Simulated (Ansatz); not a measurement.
# BH5O2S (built from SMILES OB(O)S.[H][H]): search for a transition state

Wanted: the transition state of a four-centre ligand exchange (form B1–H6, S2–H5 and break B1–S2, H5–H6). The guess is relaxed with those distances held, a saddle search follows, and vibrations and two downhill relaxations check it.

Method: PBE0-D4, def2-SVP first, then def2-TZVP; program: Ansatz 0.2.0, Gaussian basis.

152 further runs of the same task are left out: 152 set aside as unsound or not needed.

### 1 The system as given

The guess: 9 atoms, charge 0, spin multiplicity 1.

Atoms are counted from 1 here; the program's logs count them from 0.

Bond lengths: B1–O3 1.360 Å, B1–O4 1.352 Å, S2–H7 1.323 Å, O3–H8 0.956 Å, O4–H9 0.954 Å. Angles: O3–B1–O4 122.8°, B1–O3–H8 114.3°, B1–O4–H9 119.7°.

Coordinates:

```xyz
9
charge 0, multiplicity 1
B    -0.1748   -0.3449    0.0025
S     0.9012    1.4251   -0.5590
O    -1.4198    0.0095    0.4192
O     0.0511   -1.3881   -0.8276
H     1.1385    0.4855    0.8898
H     0.6757   -0.4359    1.2450
H     0.0488    2.2394    0.0418
H    -2.1254   -0.5048    0.0305
H     0.9048   -1.4858   -1.2420
```

Distances that are to change: B1–H6 1.51 Å, S2–H5 1.74 Å, B1–S2 2.15 Å, H5–H6 1.09 Å.

### 2 Constrained relaxation of the guess

File hold/in.yaml:

```yaml
crystal:
  periodic: [false, false, false]
  atoms:
    - {symbol: B, position_ang: [-0.174800, -0.344900, 0.002500]}
    - {symbol: S, position_ang: [0.901200, 1.425100, -0.559000]}
    - {symbol: O, position_ang: [-1.419800, 0.009500, 0.419200]}
    - {symbol: O, position_ang: [0.051100, -1.388100, -0.827600]}
    - {symbol: H, position_ang: [1.138500, 0.485500, 0.889800]}
    - {symbol: H, position_ang: [0.675700, -0.435900, 1.245000]}
    - {symbol: H, position_ang: [0.048800, 2.239400, 0.041800]}
    - {symbol: H, position_ang: [-2.125400, -0.504800, 0.030500]}
    - {symbol: H, position_ang: [0.904800, -1.485800, -1.242000]}
basis:
  gaussian: {orbitals: def2-SVP}
hamiltonian: {xc: pbe0, dispersion: d4}
relax: {f_tol: 0.04, max_steps: 150, escape_saddle: false, constraints: [{distance: [0, 5]}, {distance: [1, 4]}, {distance: [0, 1]}, {distance: [4, 5]}]}
```

Command:

```
$ ansatz run in.yaml --threads 4 --pin off --events-out ev --progress --plain --max-ram 9574MiB
```

The runs that follow: A starting Hessian; Saddle search in the small basis; Saddle search in triple zeta; Checking the order of the point; Relaxing after a step of 0.30 Å one way along the mode; Relaxing after a step of 0.30 Å the other way along the mode.

What does the calculation give? Wanted: imaginary mode; barrier from the start side; barrier from the end side; energy of the step; pairs that change; zero-point energy at the saddle.

**Answer**, as computed:

| quantity | value |
| --- | --- |
| imaginary mode | 1021i cm⁻¹ |
| barrier from the start side | 44.2 kcal/mol |
| barrier from the end side | 36.5 kcal/mol |
| energy of the step | +7.7 kcal/mol |
| pairs that change | B1–H6 formed, S2–H5 formed, B1–S2 broken, H5–H6 broken |
| zero-point energy at the saddle | 1.565 eV |

One imaginary mode, 1021i cm⁻¹, makes this a first-order saddle. Going downhill both ways gives the intended start and end. At PBE0-D4/def2-TZVP the electronic barrier is 44.2 kcal/mol, about 75 kT at 298 K, and the step runs 7.7 kcal/mol uphill. The barrier is thin enough for tunnelling; the leading (Wigner) term alone is a factor of 2.0 at 298 K. The ends are the nearest minima, not always the lowest complexes.
